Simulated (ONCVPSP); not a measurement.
**Pseudopotential generation for Ge: ONCV, LDA (Perdew-Wang 92)**

Aim: build the potential from the settings below, then test how well it stands in for the atom: other configurations, scattering, ghost states and the plane-wave cutoff that it needs.

Method: ONCVPSP 4.0.1.1 (patched build), LDA (Perdew-Wang 92), scalar-relativistic.

## (1) The atom and the settings

The settings as typed:

| Property | Result |
| --- | --- |
| element | germanium (Ge, Z = 32) |
| type | optimised norm-conserving Vanderbilt (ONCV) |
| frozen core | [Ne] |
| valence charge | 22 |
| reference configuration | 3s2 3p6 3d10 4s2 4p2 |
| partial waves | 3s+4s: rc 0.90 bohr, ncon 4, nbas 7, qcut 10.1 1/bohr, 2 projectors; 3p+4p: rc 0.85 bohr, ncon 4, nbas 8, qcut 14.3 1/bohr, 2 projectors; 3d: rc 0.85 bohr, ncon 4, nbas 9, qcut 21.5 1/bohr, local |
| local potential | the d channel |
| core correction | not asked for |

The outer shells as boxes (Hund's rule for the drawing; the calculation is spin-unpolarised):

```
[Ne] core
3s [↑↓]
3p [↑↓][↑↓][↑↓]
3d [↑↓][↑↓][↑↓][↑↓][↑↓]
4s [↑↓]
4p [↑ ][↑ ][  ]
```

The nodes and maxima of the atom's own shells, from an earlier all-electron run, set the scale for the radii.

All-electron outer shells of the reference configuration (LDA (PZ), scalar-relativistic, ld1.x):

```
shell  level (eV)  outermost node (bohr)  outermost maximum (bohr)
   2s    -1369.45                   0.06                      0.18
   2p    -1198.06                      –                      0.14
   3s     -167.73                   0.26                      0.54
   3p     -115.38                   0.23                      0.54
   3d      -29.55                      –                      0.50
   4s      -11.95                   0.77                      1.73
   4p       -4.05                   0.82                      2.19
```

## (2) The generation run

The input, Ge.dat:

```
# ATOM AND REFERENCE CONFIGURATION
# atsym  z   nc   nv     iexc    psfile
  Ge 32.00    3    5  -001012      upf
#
#   n    l    f
    1    0    2.00
    2    0    2.00
    2    1    6.00
    3    0    2.00
    3    1    6.00
    3    2   10.00
    4    0    2.00
    4    1    2.00
#
# PSEUDOPOTENTIAL AND OPTIMIZATION
# lmax
    2
#
#   l,   rc,      ep,       ncon, nbas, qcut
    0    0.90    0.00    4    7   10.10
    1    0.85    0.00    4    8   14.30
    2    0.85    0.00    4    9   21.50
#
# LOCAL POTENTIAL
# lloc, lpopt,  rc(5),   dvloc0
    2    5    0.85    0.00
#
# VANDERBILT-KLEINMAN-BYLANDER PROJECTORs
# l, nproj, debl
    0    2    2.10
    1    2    2.70
    2    0    2.70
#
# MODEL CORE CHARGE
# icmod, fcfact, rcfact
    0    0.00    0.00
#
# LOG DERIVATIVE ANALYSIS
# epsh1, epsh2, depsh
   -8.00    5.00    0.04
#
# OUTPUT GRID
# rlmax, drl
    6.00    0.01
#
# TEST CONFIGURATIONS
# ncnf
    4
# nvcnf
#   n    l    f
    5
    3    0    2.00
    3    1    6.00
    3    2   10.00
    4    0    2.00
    4    1    1.00
#
    5
    3    0    2.00
    3    1    6.00
    3    2   10.00
    4    0    2.00
    4    1    0.00
#
    5
    3    0    2.00
    3    1    6.00
    3    2   10.00
    4    0    1.00
    4    1    0.00
#
    5
    3    0    2.00
    3    1    6.00
    3    2   10.00
    4    0    0.00
    4    1    4.00
#
```

The run is started by

```console
$ oncvpsp.x < Ge.dat > Ge.out
```

Before running it: what results should come out? Wanted: cutoffs for 1 and 0.1 mHa per electron, occupied waves; bound ghosts; GHOST(+) flags; largest test error; largest phase difference near zero energy, channels read.

The runs gave:

```
                                                quantity                               value
  cutoffs for 1 and 0.1 mHa per electron, occupied waves                   160 Ha and 181 Ha
                                            bound ghosts                          none found
                                          GHOST(+) flags                         s at 798 eV
                            largest test error (AE − PS)  -3.3 meV, for 3s2 3p6 3d10 4s1 4p0
largest phase difference near zero energy, channels read                           0.004 rad
```

By total energies transferability is very good: the largest error is 3.3 meV on 58.6 eV, for 3s2 3p6 3d10 4s1 4p0. The potential is very hard: the looser tolerance needs 160 Ha. At the looser tolerance the 3d wave is the slowest; 3s needs 72 Ha. It is free of bound ghosts as far as tested. Near zero energy the phases of the channels with partial waves agree within 0.004 rad. The program also flags highly localised states, GHOST(+) (s). All of this concerns the isolated atom, not yet a solid.
